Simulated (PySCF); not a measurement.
# [GaH2]-: structure of the triplet

The task is one start of a wider search on [GaH2]-: the triplet, from a linear start. It is relaxed, tested by its Hessian and followed downhill if it is a saddle.

Computed with PySCF 2.14.0. Level: PBE0, basis Ga def2-TZVPD, H def2-TZVPD, no relativity, density fitting.

**1. The starting structure**

3 atoms, charge -1, spin multiplicity 3.

Bond lengths: Ga1–H2 1.560 Å, Ga1–H3 1.560 Å. Angles: H2–Ga1–H3 180.0°.

Coordinates in bohr (charge -1 multiplicity 3):
```
Ga    0.0000    0.0000    0.0000
H     0.0000    0.0000    2.9480
H     0.0000    0.0000   -2.9480
```

**2. The SCF at the typed geometry**

One driver script runs all steps and calls PySCF; scf.py shows how it sets up the SCF of each step. The optimiser is the driver's own. After this first run the driver tries any further starts and a stability analysis.

The input, scf.py:

```python
from pyscf import gto, scf, dft
mol = gto.M(atom='''
Ga     0.000000     0.000000     0.000000
H      0.000000     0.000000     1.560000
H      0.000000     0.000000    -1.560000''',
    basis={'Ga': 'def2-TZVPD', 'H': 'def2-TZVPD'},
    charge=-1, spin=2)
mf = dft.UKS(mol, xc='PBE0')
mf.grids.atom_grid = (50, 194)
aux = {'Ga': 'def2-universal-JKFIT', 'H': 'def2-universal-JKFIT'}
mf = mf.density_fit(auxbasis=aux)
mf.conv_tol = 1e-08
mf.diis_space = 10
mf.max_cycle = 60
mf.init_guess = 'minao'
mf.verbose = 4
mf.kernel()
```

Run with:

```
$ OMP_NUM_THREADS=2 python axn.py task.json out
```

The runs that follow: Relaxing the triplet from the linear start; Hessian and properties; Downhill along the imaginary mode; Vibrations and properties at this point.

Q: Predict the outcome of this session. Wanted: minimum; geometry; wavenumbers; dipole moment; highest occupied, lowest empty level; polar-tensor charge of Ga1; zero-point energy; ⟨S²⟩.

**Answer**, as computed:

```
                                          quantity                             value
                                           minimum                      triplet, C2v
                                          geometry  Ga–H 1.611 Å (×2); H–Ga–H 120.6°
                                wavenumbers (cm⁻¹)    685 (a1), 1709 (a1), 1739 (b2)
                    dipole moment (centre of mass)                            0.17 D
highest occupied, lowest empty level (either spin)                     1.63, 3.35 eV
                        polar-tensor charge of Ga1                           -0.34 e
                                 zero-point energy                       24.7 kJ/mol
                               entropy at 298.15 K                   228.8 J/(mol K)
                                              ⟨S²⟩                             2.002
```

From D∞h at the start the molecule goes to a C2v minimum, after a stop at a second-order saddle point 65.3 kJ/mol higher, from which it was pushed off along an imaginary mode. The strongest infrared band lies at 1739 cm⁻¹ (b2, stretch). Most of the spin sits on Ga1 (Mulliken spin 1.88, against 2 for the whole molecule). Other starts or spin states, not run here, may lie lower. The highest occupied level lies above zero: either self-interaction error lifts it or the extra electron is not bound, and the basis holds it in place.
